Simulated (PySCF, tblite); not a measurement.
**C4H13BN2: dynamics, then NMR shifts on frames**

How do NMR shifts of C4H13BN2 (`CCCNBNC`) change as the atoms move?

Computed with tblite 0.8.0 and PySCF 2.14.0, with density-fitted response routines of our own, on a single molecule in the gas phase. Atoms are numbered from 0 throughout.

## 1. Starting geometry

20 atoms, charge 0, multiplicity 1; geometry from: GFN2-xTB.

Bonds of the start (Å): C0–C1 1.52, C1–C2 1.54, C2–N3 1.44, N3–B4 1.40, B4–N5 1.40, N5–C6 1.44, C0–H7 1.09, C0–H8 1.09, C0–H9 1.09, C1–H10 1.09, C1–H11 1.09, C2–H12 1.09, C2–H13 1.10, N3–H14 1.01, B4–H15 1.17, N5–H16 1.01, C6–H17 1.09, C6–H18 1.10, C6–H19 1.10.

## 2. Dynamics with GFN2-xTB

The job: settings as JSON, then the geometry in Å.

```
{"job": {"kind": "md", "xc": "GFN2-xTB", "basis": "xTB", "temperature": 300, "steps": 2000, "every": 50, "frames": 5}, "charge": 0, "multiplicity": 1}
C     -2.773594     0.737234    -0.787315
C     -2.166860    -0.655598    -0.661844
C     -1.264954    -0.799766     0.574589
N     -0.084444     0.023931     0.515010
B      1.220370    -0.392287     0.209664
N      2.253810     0.551079     0.109607
C      3.646526     0.292820    -0.152786
H     -3.442796     0.784517    -1.643420
H     -1.996197     1.485097    -0.926027
H     -3.342354     0.988481     0.106062
H     -2.967591    -1.395105    -0.593614
H     -1.573756    -0.876866    -1.551226
H     -0.942519    -1.840271     0.655482
H     -1.849164    -0.551677     1.471569
H     -0.288017     1.005217     0.627504
H      1.451385    -1.530861     0.051453
H      2.062273     1.531261     0.254272
H      3.786114    -0.774314    -0.309313
H      4.278376     0.605188     0.687030
H      3.988243     0.822600    -1.049429
```

Method: GFN2-xTB Langevin dynamics, gas phase.

Command:

```console
OMP_NUM_THREADS=1 python probes_run.py task.json out
```

The driver reads the jobs from task.json and runs them one after another.

What it wrote:

```text
t/fs     T/K      E/eV
    0.0   246.4   -607.50035
   25.0   177.3   -607.03331
   50.0   163.7   -606.99939
   75.0   206.7   -607.02724
  100.0   209.7   -606.96870
  125.0   193.1   -606.90148
  150.0   199.7   -606.95240
  175.0   329.3   -607.12199
  200.0   249.5   -606.77762
  225.0   312.0   -606.82498
  250.0   311.8   -606.62639
  275.0   303.9   -606.76988
  300.0   236.6   -606.69085
  325.0   275.1   -606.99485
  350.0   192.5   -606.75485
  375.0   240.4   -606.90012
  400.0   276.3   -606.96478
  425.0   186.2   -606.72732
  450.0   262.0   -606.93362
  475.0   216.0   -606.82676
  500.0   278.8   -606.84264
  525.0   267.7   -606.76897
  550.0   376.8   -606.92991
  575.0   333.4   -606.89038
  600.0   230.4   -606.72574
  625.0   249.6   -606.72270
  650.0   235.0   -606.69204
  675.0   271.5   -606.81202
  700.0   288.3   -606.84143
  725.0   398.6   -606.85719
  750.0   334.6   -606.79774
  775.0   324.4   -606.87997
  800.0   273.6   -606.89523
  825.0   247.4   -606.73333
  850.0   278.6   -606.87362
  875.0   352.5   -606.84757
  900.0   268.0   -606.70056
  925.0   232.8   -606.82048
  950.0   234.3   -606.77705
  975.0   248.0   -606.99295
 1000.0   196.0   -606.81150
```

Run time: 9.8 s. Hardware: 1 thread of Arm Neoverse V2, shared host; peak memory 0.18 GiB.

Distance from the start (root mean square after alignment): 0 fs 0.00 Å, 200 fs 0.27 Å, 400 fs 0.12 Å, 600 fs 0.89 Å, 800 fs 0.99 Å, 1000 fs 0.89 Å.

Positions (Å) and forces (eV/Å) at 1000 fs:

```xyz
20

C    -2.787   -1.086    0.602   -0.614    2.320   -1.017
C    -1.954   -2.018    1.430    1.572    0.040   -0.957
C    -1.010   -1.357    2.452    0.319    0.805   -0.125
N    -0.109   -0.341    1.848    0.140   -3.088    2.072
B     1.253   -0.592    1.747    0.565   -0.313   -0.416
N     2.075    0.020    0.768    0.074   -0.273    1.030
C     3.516    0.163    0.797   -0.494   -0.227    0.129
H    -2.298   -0.526   -0.253    0.163   -0.971    0.869
H    -3.137   -0.246    1.231   -0.111   -0.411    0.018
H    -3.683   -1.511    0.130    0.355   -0.334    0.420
H    -2.596   -2.600    2.028   -0.809   -1.077    0.412
H    -1.327   -2.642    0.755   -0.474    0.103    0.399
H    -0.351   -2.148    2.873   -0.568    0.559   -0.077
H    -1.663   -0.933    3.264    0.690   -0.007   -0.487
H    -0.571    0.333    1.368   -1.550    2.170   -1.580
H     1.607   -1.475    2.443    0.566    0.258   -0.075
H     1.702    0.571    0.035   -0.651    0.549   -0.278
H     3.882    0.841    1.575   -0.145    0.407   -0.305
H     3.800    0.433   -0.204    0.598    0.405   -0.158
H     3.959   -0.778    1.033    0.374   -0.915    0.127
```

## 3. Nuclear shieldings: 250 fs, PBE0/pcSseg-1

The job: settings as JSON, then the geometry in Å.

```
{"job": {"kind": "nmr", "xc": "PBE0", "basis": "pcSseg-1", "pop": false}, "charge": 0, "multiplicity": 1}
C     -2.961400     0.793600     0.213300
C     -2.414800    -0.638300     0.185500
C     -1.247900    -0.756700     1.217600
N     -0.157600     0.146600     1.032600
B      0.998500    -0.250700     0.293000
N      2.146300     0.511100     0.223000
C      3.293600     0.231600    -0.649800
H     -3.794000     1.014000    -0.397100
H     -2.171300     1.408800    -0.030700
H     -3.234400     0.961000     1.211200
H     -3.190200    -1.470300     0.376800
H     -2.045400    -0.781300    -0.887700
H     -0.973900    -1.866200     1.286400
H     -1.770900    -0.682000     2.140200
H     -0.446300     1.046000     1.319600
H      0.788800    -1.277000    -0.222200
H      2.265100     1.355300     0.785700
H      3.035800    -0.717600    -1.115700
H      4.164500     0.184100    -0.108400
H      3.355000     1.003900    -1.386300
```

With the program's defaults for keys left out, this is: GIAO PBE0/pcSseg-1 NMR shielding, non-relativistic, gas phase.

What it wrote:

```text
coarse grid: 15616 points
cycle   1  E = -294.1443773367  dE =  6.573e-01  |g| = 5.049e-01  |ddm| = 3.665e+00
cycle   2  E = -294.1362248250  dE =  8.153e-03  |g| = 5.610e-01  |ddm| = 9.400e-01
cycle   3  E = -294.2101114266  dE = -7.389e-02  |g| = 6.358e-02  |ddm| = 5.085e-01
cycle   4  E = -294.2108663534  dE = -7.549e-04  |g| = 2.348e-02  |ddm| = 5.899e-02
cycle   5  E = -294.2109821012  dE = -1.157e-04  |g| = 5.617e-03  |ddm| = 1.898e-02
cycle   6  E = -294.2109882670  dE = -6.166e-06  |g| = 2.015e-03  |ddm| = 5.518e-03
final grid: 147864 points
cycle   7  E = -294.2471965276  dE = -4.793e-05  |g| = 1.026e-02  |ddm| = 2.807e-02
cycle   8  E = -294.2471867867  dE =  9.741e-06  |g| = 1.226e-02  |ddm| = 1.698e-02
cycle   9  E = -294.2472219974  dE = -3.521e-05  |g| = 1.046e-03  |ddm| = 9.021e-03
cycle  10  E = -294.2472222164  dE = -2.190e-07  |g| = 2.730e-04  |ddm| = 7.665e-04
cycle  11  E = -294.2472222303  dE = -1.388e-08  |g| = 9.959e-05  |ddm| = 2.418e-04
cycle  12  E = -294.2472222324  dE = -2.120e-09  |g| = 2.410e-05  |ddm| = 8.400e-05
cycle  13  E = -294.2472222325  dE = -1.240e-10  |g| = 6.774e-06  |ddm| = 2.432e-05
converged SCF energy = -294.2472222325

GIAO shielding tensors (ppm)
atom      isotropic    diamagn.    paramagn.     s11        s22        s33       span
  0 C      180.296     249.841     -69.544    163.345    183.145    194.399     31.054
  1 C      146.273     250.458    -104.185    129.324    139.824    169.671     40.348
  2 C      136.397     239.317    -102.920    118.438    128.310    162.442     44.004
  3 N      194.000     322.932    -128.932    129.011    211.204    241.786    112.775
  4 B       74.922     200.874    -125.952     43.638     82.787     98.341     54.703
  5 N      186.432     323.871    -137.439    120.243    208.899    230.155    109.912
  6 C      153.890     244.389     -90.499    133.331    138.605    189.736     56.405
  7 H       31.582      29.789       1.793     27.242     28.310     39.194     11.952
  8 H       31.975      34.402      -2.427     26.496     33.057     36.371      9.875
  9 H       32.474      31.367       1.107     28.297     30.434     38.691     10.394
 10 H       29.188      29.087       0.100     24.790     27.160     35.613     10.823
 11 H       29.001      31.558      -2.557     25.586     27.732     33.686      8.100
 12 H       27.448      29.342      -1.895     22.510     27.265     32.568     10.058
 13 H       29.776      30.898      -1.122     24.713     29.508     35.107     10.393
 14 H       29.856      36.484      -6.628     22.078     31.005     36.487     14.408
 15 H       27.548      34.782      -7.235     25.172     25.962     31.509      6.336
 16 H       29.123      34.026      -4.903     21.503     30.175     35.692     14.189
 17 H       28.708      28.984      -0.276     24.651     28.182     33.291      8.639
 18 H       30.330      28.668       1.662     25.499     28.376     37.114     11.616
 19 H       29.326      29.043       0.283     23.992     27.852     36.133     12.140
```

Wall time 29 s (1 thread of Arm Neoverse V2, shared host); peak memory 0.83 GiB.

The references, computed at this level on geometries of the same kind, shield at (ppm): 1H TMS 31.72, 13C TMS 186.9, 15N NH3 267.7, 11B BF3·OEt2 100.1. Their shielding less the atom's gives the shift. The references are single molecules in the gas phase, so shifts against H2O, NH3, PH3, H3PO4 or CFCl3 are not on the usual liquid scales and can be off by tens of ppm. Each atom is listed at this fixed geometry, with no averaging over motion; a spectrum would average atoms that exchange fast.

| atoms | environment | σ (ppm) | δ (ppm) |
| --- | --- | --- | --- |
| C2 | sp3 CH2 bonded to N | 136.4 | 50.5 |
| C1 | sp3 CH2 | 146.3 | 40.7 |
| C6 | methyl carbon bonded to N | 153.9 | 33.0 |
| C0 | methyl carbon | 180.3 | 6.6 |
| H12 | hydrogen on an sp3 CH2 bonded to N | 27.45 | 4.27 |
| H15 | hydrogen on a boron bonded to 2 N | 27.55 | 4.17 |
| H17 | hydrogen on a methyl carbon bonded to N | 28.71 | 3.01 |
| H11 | hydrogen on an sp3 CH2 | 29.00 | 2.72 |
| H16 | hydrogen on a nitrogen bonded to C, B | 29.12 | 2.59 |
| H10 | hydrogen on an sp3 CH2 | 29.19 | 2.53 |
| H19 | hydrogen on a methyl carbon bonded to N | 29.33 | 2.39 |
| H13 | hydrogen on an sp3 CH2 bonded to N | 29.78 | 1.94 |
| H14 | hydrogen on a nitrogen bonded to C, B | 29.86 | 1.86 |
| H18 | hydrogen on a methyl carbon bonded to N | 30.33 | 1.39 |
| H7 | hydrogen on a methyl carbon | 31.58 | 0.14 |
| H8 | hydrogen on a methyl carbon | 31.97 | -0.26 |
| H9 | hydrogen on a methyl carbon | 32.47 | -0.76 |
| N5 | nitrogen bonded to C, B, H | 186.4 | 81.3 |
| N3 | nitrogen bonded to C, B, H | 194.0 | 73.7 |
| B4 | boron bonded to 2 N, H | 74.9 | 25.1 |

The fields below are evaluated on a grid from the run's orbitals.

Frontier orbitals at PBE0/pcSseg-1, with the share of their density that lies nearest to each atom:

| orbital | energy (eV) | lies on |
| --- | --- | --- |
| HOMO | -6.14 | N3 40 %; N5 27 % |
| LUMO | 1.53 | B4 20 %; H12, H15, H16 about 10 % each; N5 9 % |

ELF in a plane through or near 6 of the atoms.

Ten even steps from ' ' (0.00) to '@' (1.00):
```
                                                        
                                                        
                                                        
                                                        
                                ++##::                  
          --==                ..@@@@**::++++..          
        ::@@@@++  ..==..      ..@@@@%%##@@%%++          
        ::@@@@##..==**--  ..    ##@@++--@@%%==          
        ..##@@##--**##==..----  ..====::**++..          
        ::++--..++++##==--==--  ..==@@##--..            
      ..==++++##++..--====::..  ==--::**--              
        ::--##@@**  **@@@@==  ..++++::@@@@++            
          ..**@@++  @@@@@@##  ..--==%%@@@@@@--          
            ==**..  @@@@@@##  ::....##@@@@@@--          
                    %%@@@@..  ==::  ..@@@@==            
                    --++::    ::..    ..::              
                                                        
                                                        
                                                        
                                                        
```
The map spans 14.0 Å across and 9.1 Å up, centred on the molecule. Atoms in the plane (x, y in Å): C0 (2.7, 1.0), C1 (2.2, -0.5), C6 (-3.6, 0.1), H8 (1.8, 1.6), H10 (3.0, -1.3), H15 (-1.0, -1.2).

On the surface of density 0.002 e/bohr³ the electrostatic potential runs, from the 1st to the 99th percentile, from -0.93 V near N3 to 1.43 V near H16.

## 4. NMR shieldings: 425 fs, PBE0/pcSseg-1

The job: settings as JSON, then the geometry in Å.

```
{"job": {"kind": "nmr", "xc": "PBE0", "basis": "pcSseg-1", "pop": false}, "charge": 0, "multiplicity": 1}
C     -3.002000     0.474700     0.420500
C     -2.366500    -0.978000     0.503300
C     -1.116600    -1.159200     1.451100
N     -0.079600    -0.165300     1.179000
B      1.277600    -0.463300     0.801400
N      2.188500     0.488000     0.349100
C      3.438900     0.258500    -0.323700
H     -3.573900     0.676300    -0.469000
H     -2.075500     1.240900     0.245700
H     -3.556700     0.674700     1.282900
H     -3.109000    -1.650700     0.884000
H     -2.099200    -1.274900    -0.488000
H     -0.711700    -2.190700     1.282700
H     -1.424700    -1.081300     2.486100
H     -0.431900     0.777000     1.089700
H      1.549900    -1.623700     0.830600
H      1.916600     1.439400     0.339700
H      3.411100    -0.808200    -0.616100
H      4.335800     0.459700     0.220700
H      3.585200     0.836100    -1.307400
```

Level: GIAO PBE0/pcSseg-1 NMR shielding, non-relativistic, gas phase.

What it wrote:

```text
coarse grid: 15616 points
cycle   1  E = -294.1593680242  dE =  4.420e-01  |g| = 4.695e-01  |ddm| = 3.627e+00
cycle   2  E = -294.1513880261  dE =  7.980e-03  |g| = 5.303e-01  |ddm| = 8.781e-01
cycle   3  E = -294.2165260773  dE = -6.514e-02  |g| = 6.038e-02  |ddm| = 4.601e-01
cycle   4  E = -294.2172014720  dE = -6.754e-04  |g| = 2.322e-02  |ddm| = 5.644e-02
cycle   5  E = -294.2173170770  dE = -1.156e-04  |g| = 6.242e-03  |ddm| = 1.898e-02
cycle   6  E = -294.2173247854  dE = -7.708e-06  |g| = 2.186e-03  |ddm| = 5.752e-03
final grid: 147864 points
cycle   7  E = -294.2543897585  dE = -4.305e-05  |g| = 9.989e-03  |ddm| = 2.560e-02
cycle   8  E = -294.2543784558  dE =  1.130e-05  |g| = 1.235e-02  |ddm| = 1.643e-02
cycle   9  E = -294.2544137366  dE = -3.528e-05  |g| = 1.023e-03  |ddm| = 8.838e-03
cycle  10  E = -294.2544139522  dE = -2.156e-07  |g| = 2.904e-04  |ddm| = 8.359e-04
cycle  11  E = -294.2544139689  dE = -1.665e-08  |g| = 9.935e-05  |ddm| = 2.562e-04
cycle  12  E = -294.2544139709  dE = -2.070e-09  |g| = 2.378e-05  |ddm| = 7.538e-05
cycle  13  E = -294.2544139711  dE = -1.129e-10  |g| = 7.456e-06  |ddm| = 2.354e-05
converged SCF energy = -294.2544139711

GIAO shielding tensors (ppm)
atom      isotropic    diamagn.    paramagn.     s11        s22        s33       span
  0 C      170.682     250.607     -79.925    157.240    167.987    186.818     29.578
  1 C      157.952     245.472     -87.520    143.279    154.564    176.014     32.735
  2 C      134.934     242.350    -107.415    117.536    127.831    159.436     41.900
  3 N      178.620     327.374    -148.754     95.047    205.853    234.960    139.914
  4 B       73.786     200.638    -126.852     45.044     79.285     97.030     51.986
  5 N      198.616     325.971    -127.355    133.928    218.548    243.372    109.444
  6 C      150.924     239.495     -88.571    125.911    140.740    186.122     60.211
  7 H       30.604      30.157       0.448     26.733     27.563     37.516     10.782
  8 H       28.237      31.352      -3.115     22.870     29.551     32.292      9.422
  9 H       31.565      30.852       0.712     27.275     28.675     38.745     11.470
 10 H       30.707      29.215       1.492     25.408     29.446     37.268     11.860
 11 H       30.751      32.621      -1.869     25.522     30.322     36.410     10.888
 12 H       27.799      30.143      -2.344     23.562     27.887     31.948      8.386
 13 H       28.637      29.602      -0.965     23.099     27.971     34.840     11.741
 14 H       28.925      37.728      -8.803     20.713     30.719     35.343     14.630
 15 H       27.412      33.578      -6.166     25.362     26.807     30.067      4.704
 16 H       30.329      37.304      -6.975     22.115     31.705     37.168     15.053
 17 H       28.216      27.969       0.248     23.851     27.348     33.450      9.599
 18 H       29.326      26.013       3.313     24.429     27.085     36.462     12.032
 19 H       27.989      26.921       1.068     23.372     26.212     34.384     11.012
```

Wall time 23 s (1 thread of Arm Neoverse V2, shared host); peak memory 0.84 GiB.

Key values: δ C2 52.0, C6 36.0, C1 29.0, C0 16.2, H15 4.30, H12 3.92 ppm.

## 5. Nuclear shieldings: 625 fs, PBE0/pcSseg-1

The job: settings as JSON, then the geometry in Å.

```
{"job": {"kind": "nmr", "xc": "PBE0", "basis": "pcSseg-1", "pop": false}, "charge": 0, "multiplicity": 1}
C     -2.589000    -0.098800     0.222800
C     -2.065700    -1.441500     0.648000
C     -1.028300    -1.368600     1.886200
N     -0.065100    -0.315300     1.783900
B      0.890400    -0.234500     0.677500
N      2.138200     0.454900     0.910000
C      3.350300     0.347300     0.110100
H     -3.561000    -0.240100    -0.223200
H     -1.953100     0.442700    -0.490500
H     -2.786300     0.507600     1.084300
H     -2.888400    -2.134000     0.967000
H     -1.560500    -1.967600    -0.141000
H     -0.621600    -2.383200     1.857200
H     -1.603500    -1.250600     2.810300
H      0.046800     0.298700     2.558700
H      0.623500    -0.707100    -0.366100
H      2.186300     1.152500     1.615500
H      4.165000     0.410300     0.788800
H      3.363600     1.017900    -0.772000
H      3.406200    -0.708500    -0.300200
```

With the program's defaults for keys left out, this is: GIAO PBE0/pcSseg-1 NMR shielding, non-relativistic, gas phase.

What it wrote:

```text
coarse grid: 15616 points
cycle   1  E = -294.1528181099  dE =  4.741e-01  |g| = 4.904e-01  |ddm| = 3.653e+00
cycle   2  E = -294.1369413031  dE =  1.588e-02  |g| = 5.778e-01  |ddm| = 9.122e-01
cycle   3  E = -294.2144772029  dE = -7.754e-02  |g| = 5.422e-02  |ddm| = 4.953e-01
cycle   4  E = -294.2150019721  dE = -5.248e-04  |g| = 2.438e-02  |ddm| = 5.261e-02
cycle   5  E = -294.2151309662  dE = -1.290e-04  |g| = 5.524e-03  |ddm| = 1.958e-02
cycle   6  E = -294.2151372237  dE = -6.257e-06  |g| = 1.604e-03  |ddm| = 5.196e-03
final grid: 147864 points
cycle   7  E = -294.2512679479  dE = -4.154e-05  |g| = 1.009e-02  |ddm| = 2.674e-02
cycle   8  E = -294.2512573932  dE =  1.055e-05  |g| = 1.224e-02  |ddm| = 1.733e-02
cycle   9  E = -294.2512930446  dE = -3.565e-05  |g| = 8.008e-04  |ddm| = 9.281e-03
cycle  10  E = -294.2512931761  dE = -1.314e-07  |g| = 2.624e-04  |ddm| = 6.563e-04
cycle  11  E = -294.2512931894  dE = -1.331e-08  |g| = 6.348e-05  |ddm| = 2.076e-04
cycle  12  E = -294.2512931902  dE = -8.454e-10  |g| = 2.320e-05  |ddm| = 6.829e-05
converged SCF energy = -294.2512931902

GIAO shielding tensors (ppm)
atom      isotropic    diamagn.    paramagn.     s11        s22        s33       span
  0 C      178.242     243.469     -65.227    167.391    179.554    187.780     20.390
  1 C      156.635     248.314     -91.679    134.820    159.338    175.747     40.927
  2 C      138.738     239.919    -101.181    110.723    146.217    159.274     48.551
  3 N      187.868     325.105    -137.237    119.754    196.238    247.611    127.858
  4 B       68.979     199.705    -130.726     39.560     61.321    106.055     66.495
  5 N      189.954     324.221    -134.267    120.704    205.761    243.397    122.693
  6 C      151.651     242.318     -90.667    128.230    139.681    187.042     58.812
  7 H       30.844      28.373       2.471     26.053     28.350     38.130     12.078
  8 H       30.222      31.143      -0.921     25.660     28.952     36.053     10.393
  9 H       31.469      30.830       0.638     27.009     29.948     37.449     10.439
 10 H       29.810      28.763       1.047     25.184     28.366     35.879     10.695
 11 H       29.913      32.750      -2.836     26.683     28.542     34.514      7.831
 12 H       28.258      29.052      -0.794     22.757     28.068     33.949     11.192
 13 H       29.057      28.899       0.158     23.433     28.838     34.900     11.467
 14 H       29.682      35.529      -5.847     23.472     29.102     36.473     13.001
 15 H       26.872      34.919      -8.046     24.639     25.375     30.603      5.964
 16 H       30.080      35.396      -5.317     22.934     30.851     36.453     13.519
 17 H       29.193      26.809       2.384     24.263     27.610     35.706     11.443
 18 H       28.049      27.784       0.264     23.104     26.077     34.964     11.860
 19 H       27.828      28.030      -0.201     23.564     27.076     32.845      9.281
```

Run time: 22 s. Hardware: 1 thread of Arm Neoverse V2, shared host; peak memory 0.91 GiB.

This run: δ C2 48.2, C6 35.3, C1 30.3, C0 8.7, H15 4.84, H19 3.89 ppm.

[end of part 1 of 2]
